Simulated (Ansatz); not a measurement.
**BClH7NSi2: basis-set convergence**

Aim: see how fast density functionals converge with the basis set for BClH7NSi2.

Computed with Ansatz 0.2.0, Gaussian basis. Level: one geometry, several basis sets.

Levels to be run: PBE0-D4/def2-SVP; ωB97M-V/def2-SVP; PBE0-D4/def2-QZVPP; ωB97M-V/def2-QZVPP; the functionals' def2-TZVPP values are taken from earlier runs.

## Step 1: Structure used throughout

The geometry comes from an earlier relaxation with PBE0-D4 in a triple-zeta def2 set; it is a stationary point, not always the lowest conformer.

SMILES `BN([SiH3])[SiH2]Cl`, 12 atoms, charge 0, spin multiplicity 1.

Atoms are counted from 1 here; the program's logs count them from 0.

Bond lengths: B1–N2 1.412 Å, B1–H6 1.198 Å, B1–H7 1.201 Å, N2–Si3 1.762 Å, N2–Si4 1.734 Å, Si3–H8 1.485 Å, Si3–H9 1.482 Å, Si3–H10 1.482 Å, Si4–Cl5 2.055 Å, Si4–H11 1.479 Å, Si4–H12 1.476 Å. Angles: N2–B1–H6 120.3°, N2–B1–H7 119.0°, H6–B1–H7 120.6°, B1–N2–Si3 117.6°, B1–N2–Si4 121.1°, Si3–N2–Si4 121.2°, N2–Si3–H8 107.5°, N2–Si3–H9 110.3°, N2–Si3–H10 109.6°, H8–Si3–H9 109.7°, H8–Si3–H10 110.0°, H9–Si3–H10 109.8°, N2–Si4–Cl5 109.9°, N2–Si4–H11 110.1°, N2–Si4–H12 109.3°, Cl5–Si4–H11 106.4°, Cl5–Si4–H12 108.6°, H11–Si4–H12 112.5°.

## Step 2: PBE0-D4 in def2-SVP

Input file in.yaml:

```yaml
crystal:
  periodic: [false, false, false]
  atoms:
    - {symbol: B, position_ang: [0.842441, 1.452626, -0.097470]}
    - {symbol: N, position_ang: [0.186135, 0.203056, -0.045693]}
    - {symbol: Si, position_ang: [0.127976, -0.626015, 1.507742]}
    - {symbol: Si, position_ang: [-0.583273, -0.463508, -1.449902]}
    - {symbol: Cl, position_ang: [-2.622661, -0.462628, -1.196015]}
    - {symbol: H, position_ang: [0.880611, 2.073836, -1.120587]}
    - {symbol: H, position_ang: [1.362609, 1.879218, 0.897264]}
    - {symbol: H, position_ang: [-0.504359, -1.950915, 1.284475]}
    - {symbol: H, position_ang: [-0.677486, 0.153651, 2.477037]}
    - {symbol: H, position_ang: [1.504584, -0.803764, 2.027422]}
    - {symbol: H, position_ang: [-0.184623, -1.877323, -1.625436]}
    - {symbol: H, position_ang: [-0.254955, 0.366467, -2.624937]}
basis:
  gaussian: {orbitals: def2-SVP}
hamiltonian: {xc: pbe0, dispersion: d4}
output: {orbitals: {seedname: orbitals}}
```

Started as:

```sh
> ansatz run in.yaml --threads 4 --pin off --events-out ev --progress --plain --max-ram 10444MiB
```

Further steps of the session: ωB97M-V in def2-SVP; PBE0-D4 in def2-QZVPP; ωB97M-V in def2-QZVPP.

**Question.** What will the summary of the whole plan be? Wanted: PBE0-D4: double and triple zeta above quadruple; ωB97M-V: double and triple zeta above quadruple.

**Answer**, as computed:

| quantity | value |
| --- | --- |
| PBE0-D4: double and triple zeta above quadruple | 13.61, 1.06 eV |
| ωB97M-V: double and triple zeta above quadruple | 13.66, 0.99 eV |

What this shows: For PBE0-D4 the step from double to triple zeta gains 12.55 eV and the next only 1.06 eV. Total energies overstate the basis error of differences, where much of it tends to cancel. The LUMO of ωB97M-V is positive and keeps falling with the basis (1.32 to 0.81 eV): an unbound level that the basis holds in place.
